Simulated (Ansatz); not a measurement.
# MgGe2 (Cmmm) in Ansatz: convergence with xc grid

Aim: find how far xc grid must go before the results for MgGe2 settle, at PBE. This setting moves, with any that are tied to it; all else stays.

Everything below comes from runs of Ansatz 0.2.0. Logs are shortened: lines on timing, memory, paths and dates and some standing lists are left out, and cuts for length are marked.

## 1. Starting point

Symmetry: Cmmm, No. 65, orthorhombic system. The conventional cell has a = 5.850 Å, b = 6.122 Å, c = 4.096 Å, α = 90.00°, β = 90.00°, γ = 90.00°. Mg (site symmetry mmm) has 2 Ge at 2.05 Å as nearest neighbours. Ge (site symmetry mmm) is surrounded by 2 Mg at 2.05 Å. Ge (site symmetry mmm) is surrounded by 4 Ge at 2.93 to 3.06 Å.

The cell was built by a generator and needn't be a form met in nature.

## 2. With xc grid 1

input.yaml reads:

```yaml
crystal:
  lattice:
    - [2.92506189, -3.06088458, 0.0]
    - [2.92506189, 3.06088458, 0.0]
    - [0.0, 0.0, 4.0956695]
  atoms:
    - { symbol: Mg, position: [0.5, 0.5, 0.5] }
    - { symbol: Ge, position: [0.5, 0.5, 0.0] }
    - { symbol: Ge, position: [0.0, 0.0, 0.0] }
hamiltonian:
  xc: pbe
  pseudopotentials: { kind: paw, source: jth }
kpoints:
  mp_grid: { grid: [5, 5, 6] }
scf:
  occupations: { method: gaussian, width: 0.1 }
output:
  forces: true
  stress: true
  eigenvalues: true
basis:
  xc_grid: 1
```

Potentials or basis: JTH PAW.

Command:

```
ansatz run input.yaml --threads 2 --pin off --max-ram 5632MiB --backend cpu --events-out ev --progress --plain --runs-dir out
```

Wall time 6.7 s (2 threads of Arm Neoverse V1, shared host); peak memory 0.51 GiB.

Results:

```yaml
Free_energy: -10506.1640 eV
Pressure: 14.9 GPa
Band_gap_on_the_k_mesh: none (metal or under the smearing width)
```

## 3. With xc grid 2

input.yaml, as its differences from that of step 2:

```diff
@@ -21,2 +21,2 @@
 basis:
-  xc_grid: 1
+  xc_grid: 2
```

Potentials or basis: JTH PAW.

Command:

```
ansatz run input.yaml --threads 2 --pin off --max-ram 5632MiB --backend cpu --events-out ev --progress --plain --runs-dir out
```

Wall time 6.8 s (2 threads of Arm Neoverse V1, shared host); peak memory 0.52 GiB.

What came out:

```yaml
Free_energy: -10506.1640 eV
Pressure: 14.9 GPa
Band_gap_on_the_k_mesh: none (metal or under the smearing width)
```

## 4. With xc grid 3

input.yaml, as its differences from that of step 3:

```diff
@@ -21,2 +21,2 @@
 basis:
-  xc_grid: 2
+  xc_grid: 3
```

Command:

```
ansatz run input.yaml --threads 2 --pin off --max-ram 5632MiB --backend cpu --events-out ev --progress --plain --runs-dir out
```

Run time: 6.9 s. Hardware: 2 threads of Arm Neoverse V1, shared host; peak memory 0.59 GiB.

Results (log left out):

* Free energy: -10506.1640 eV
* Pressure: 14.9 GPa
* Band gap on the k mesh: none (metal or under the smearing width)

## 5. With xc grid 4

input.yaml, as its differences from that of step 4:

```diff
@@ -21,2 +21,2 @@
 basis:
-  xc_grid: 3
+  xc_grid: 4
```

Command:

```
ansatz run input.yaml --threads 2 --pin off --max-ram 5632MiB --backend cpu --events-out ev --progress --plain --runs-dir out
```

Run time: 7.4 s. Hardware: 2 threads of Arm Neoverse V1, shared host; peak memory 0.75 GiB.

Results (log left out):

| Property | Result |
| --- | --- |
| Free energy | -10506.1640 eV |
| Pressure | 14.9 GPa |
| Band gap on the k mesh | none (metal or under the smearing width) |

## 6. With xc grid 5

input.yaml, as its differences from that of step 5:

```diff
@@ -21,2 +21,2 @@
 basis:
-  xc_grid: 4
+  xc_grid: 5
```

Potentials or basis: JTH PAW.

Command:

```
ansatz run input.yaml --threads 2 --pin off --max-ram 5632MiB --backend cpu --events-out ev --progress --plain --runs-dir out
```

Output:

```text
Warning: the checks of this Mg dataset prove no rule for summing its radial tables, as where they were carried onto another mesh than they were made on, and Gregory's rule is taken, under which a leading mesh point left out moves its sums only by what lay on the interval it spanned. That does not make them correct, and they differ from Quantum ESPRESSO's on this file; a re-export a fraction of a mesh step off can move them. hamiltonian.pseudopotentials.radial_quadrature: simpson_from_first_knot sums it by `pw.x`'s rule; on a PAW file no value gives `pw.x`'s numbers. What more to know: hamiltonian.pseudopotentials.radial_quadrature, in the input reference
Warning: the checks of this Ge dataset prove no rule for summing its radial tables, as where they were carried onto another mesh than they were made on, and Gregory's rule is taken, under which a leading mesh point left out moves its sums only by what lay on the interval it spanned. That does not make them correct, and they differ from Quantum ESPRESSO's on this file; a re-export a fraction of a mesh step off can move them. hamiltonian.pseudopotentials.radial_quadrature: simpson_from_first_knot sums it by `pw.x`'s rule; on a PAW file no value gives `pw.x`'s numbers. What more to know: hamiltonian.pseudopotentials.radial_quadrature, in the input reference
Warning: RAYON_NUM_THREADS=2 ignored (pool sized by the plan → 2); use --threads N
Engine: ansatz 0.2.0, aarch64-unknown-linux-gnu
Pseudopotentials: kind: paw
Pseudopotential: Mg, paw, valence charge 10, recommended cutoff 900 eV (normal), Mg.paw.azcp
Pseudopotential: Ge, paw, valence charge 14, recommended cutoff 1080 eV (normal), Ge.paw.azcp
Functional definition: PBE
  parameter kappa = 0.804
  parameter beta = 0.06672455060314922
  exchange = pbe_x(kappa = kappa, mu = beta*pi^2/3)
  correlation = pbe_c(beta = beta)
Crystal: 3 atoms, lattice volume = 73.339 Å³
Basis set: ecut = 1080 eV, 5895 PW (Γ), exchange–correlation on 240×240×225 points (125 copies of the dense FFT grid, shifted against one another)
Bands: 23, of which v1, the nominal top of the filled ones, is band 19 counted from 1 (18 counted from 0)
Symmetry: 8 space group operations
Space group: Cmmm (ITA 65), of the structure as read, at distance tolerance 4.2e-5 Å
k-points: 36 of 150
Non-local potential: Mg, projectors of the file, l = 0: 2, l = 1: 2
Non-local potential: Ge, projectors of the file, l = 0: 2, l = 1: 2, l = 2: 2
PAW form: soft (Blöchl's): semilocal exchange-correlation on the pseudo side does not see the compensation charge
PAW one-centre angular grid: Mg, 110 points (default); XC on 64 Gauss nodes
PAW one-centre angular grid: Ge, 590 points (default); XC on 64 Gauss nodes
Initial density: superposition of atomic densities (chi_scale 0.1, normalization cell, long waves kept (reshape's long-wave potential 0.00 eV rms))
Initial wavefunctions: pseudopotential atomic-orbital guess
Functional: x = pbe(κ = 0.804, μ = 0.2195149727645171), c = pbe(β = 0.06672455060314922)
SCF iter   1: F=—  HF=-10507.157006 eV  |F-HF|=—  |Δ(HF+E_count)|=         —  Δρ=4.63e-2  dr2=3.32e0  ethr=3.10e-3  ⟨swp⟩=10.8  Hψ=5698  notcnv=0
preconditioner: auto → Kerker (q_TF=auto, 2.445 Å⁻¹)  [metal: Δε(μ)=0.068 eV  Ē_g=7.494 eV  σ=0.100 eV  W_gap=0.35  n_scr=18 (ndim 8)  ℏωp=13.7 eV  f_vac=0.000  D(μ)=1.45/eV (n_scr^D=6)]
SCF iter   2: F=—  HF=-10506.480319 eV  |F-HF|=—  |Δ(HF+E_count)|=   6.77e-1  Δρ=2.61e-2  dr2=1.06e0  ethr=3.10e-3  ⟨swp⟩=3.2  Hψ=1519  notcnv=0  defer=1
SCF iter   3: F=—  HF=-10506.198677 eV  |F-HF|=—  |Δ(HF+E_count)|=   2.82e-1  Δρ=7.48e-3  dr2=5.79e-2  ethr=2.78e-3  ⟨swp⟩=4.0  Hψ=1622  notcnv=0  defer=1
SCF iter   4: F=—  HF=-10506.165749 eV  |F-HF|=—  |Δ(HF+E_count)|=   3.29e-2  Δρ=3.29e-3  dr2=1.04e-2  ethr=1.52e-4  ⟨swp⟩=2.8  Hψ=1840  notcnv=0  defer=3
SCF iter   5: F=—  HF=-10506.163818 eV  |F-HF|=—  |Δ(HF+E_count)|=   1.93e-3  Δρ=1.05e-3  dr2=1.58e-3  ethr=2.74e-5  ⟨swp⟩=2.0  Hψ=999  notcnv=0  defer=3
SCF iter   6: F=—  HF=-10506.164005 eV  |F-HF|=—  |Δ(HF+E_count)|=   1.87e-4  Δρ=4.01e-4  dr2=2.09e-4  ethr=4.15e-6  ⟨swp⟩=2.3  Hψ=1148  notcnv=0  defer=3
SCF iter   7: F=—  HF=-10506.164054 eV  |F-HF|=—  |Δ(HF+E_count)|=   4.87e-5  Δρ=1.79e-4  dr2=4.29e-5  ethr=5.49e-7  ⟨swp⟩=2.0  Hψ=1438  notcnv=0  defer=3
SCF iter   8: F=—  HF=-10506.164017 eV  |F-HF|=—  |Δ(HF+E_count)|=   3.63e-5  Δρ=7.23e-5  dr2=6.76e-6  ethr=1.13e-7  ⟨swp⟩=2.3  Hψ=1380  notcnv=0  defer=3
SCF iter   9: F=—  HF=-10506.164015 eV  |F-HF|=—  |Δ(HF+E_count)|=   1.80e-6  Δρ=2.43e-5  dr2=4.29e-7  ethr=1.78e-8  ⟨swp⟩=2.3  Hψ=1379  notcnv=0  defer=3
SCF iter  10: F=-10506.164015 eV  HF=-10506.164015 eV  |F-HF|=8.03e-9  |Δ(HF+E_count)|=   1.07e-7  Δρ=6.59e-6  dr2=5.74e-8  ethr=2.63e-10  ⟨swp⟩=9.1  Hψ=4871  notcnv=0
SCF 1 converged in 10 iterations: F = -10506.164015 eV  dr2 = 5.74e-8
SCF converged after 10 iterations
Free energy (F): -10506.164015 eV
Harris-Foulkes:  -10506.164015 eV  (|F-HF|=8.03e-9)
Internal energy: -10506.155389 eV  (E = F + TS)
E sigma→0 (E₀):  -10506.159702 eV
Entropy (-TS):   -0.008627 eV (-2.876 meV/atom)
Fermi energy:    7.757011 eV
--- Per-component energies (eV) ---
  E_band       = -641.111236
  E_kinetic    = 450.821858
  E_local      = -5416.606522  (includes V_loc(G=0)·N_el)
  E_nonlocal   = -785.877973
  E_hartree    = 1779.244842
  E_xc         = -158.902016
  E_vxc        = -201.282172  (∫ρ·V_xc dr)
  E_paw        = -3163.019570  (= ΣΔE_a)
  E_vpaw       = 1753.341410  (= ΣTr[D̂ρ^β])
  E_aug_tail   = 0.000179  (compensation charges beyond the density's cutoff)
  E_ewald      = -3211.816185
  E_smearing   = -0.008627  (= −TS)
  E_closure    = 0.000000  (closes the sum)
  Σ components = -10506.164015   (vs F -10506.164015, Δ=0.00e0)
--- Forces (eV/Å), atoms counted from 1 ---
  atom   1  Mg    -0.00000000     0.00000000     0.00000000
  atom   2  Ge     0.00000000     0.00000000     0.00000000
  atom   3  Ge    -0.00000000     0.00000000     0.00000000
  max |Σ_I F_I| component: 1.18e-29 eV/Å
--- Stress (GPa, compression-positive) ---
       -6.787755       0.000000       0.000000
        0.000000      -9.484588       0.000000
        0.000000       0.000000      60.885030
  P = ⅓ Tr σ = 14.8709 GPa (148.709 kbar)
--- Band table (eV; the first three rows and the last of 36) ---
  k-point 0: bands = ["-67.8064", "-34.6552", "-34.5251", "-34.5235", "-16.8741", "-16.8628", "-16.8561", "-16.8442", "-16.8353", "-16.5209", "-16.4118", "-16.4066", "-16.3353", "-16.3302", "-2.7820", "2.5100", "5.8252", "6.3582", "6.3656", "9.6064", "10.9701", "11.0871", "12.3182"]
  k-point 1: bands = ["-67.8063", "-34.6588", "-34.5252", "-34.5236", "-16.8732", "-16.8630", "-16.8563", "-16.8441", "-16.8353", "-16.5093", "-16.4109", "-16.4057", "-16.3353", "-16.3301", "-2.6378", "2.6222", "5.1539", "5.9402", "6.4876", "10.0844", "11.3183", "11.5300", "12.3972"]
  k-point 2: bands = ["-67.8062", "-34.6661", "-34.5254", "-34.5238", "-16.8715", "-16.8634", "-16.8568", "-16.8441", "-16.8353", "-16.4861", "-16.4091", "-16.4039", "-16.3352", "-16.3301", "-2.3011", "2.8741", "3.6399", "6.2018", "6.7683", "9.1823", "11.9881", "12.5405", "12.5432"]
  k-point 35: bands = ["-67.8061", "-34.6697", "-34.5259", "-34.5243", "-16.8698", "-16.8643", "-16.8577", "-16.8409", "-16.8302", "-16.4716", "-16.4087", "-16.4036", "-16.3389", "-16.3331", "-0.3385", "0.9586", "4.6372", "4.7297", "5.2858", "6.8633", "9.2695", "9.7465", "13.4598"]
```

Run time: 8 s. Hardware: 2 threads of Arm Neoverse V1, shared host; peak memory 1 GiB.

Results:

```yaml
Free_energy: -10506.1640 eV
Pressure: 14.9 GPa
Band_gap_on_the_k_mesh: none (metal or under the smearing width)
```

## 7. Result

| xc grid | energy less the tightest run, at zero smearing (meV/atom) | SCF cycles | CPU time (s) | peak memory (GiB) |
| --- | --- | --- | --- | --- |
| 1 | 0.00 | 10 | 13 | 0.51 |
| 2 | 0.00 | 10 | 13 | 0.52 |
| 3 | 0.00 | 10 | 14 | 0.59 |
| 4 | 0.00 | 10 | 15 | 0.75 |
| 5 | 0.00 | 10 | 16 | 1 |

Against the tightest run, the energy stays within 1 meV/atom from 1 on. The tightest run that finished is the yardstick and may itself not be fully converged.
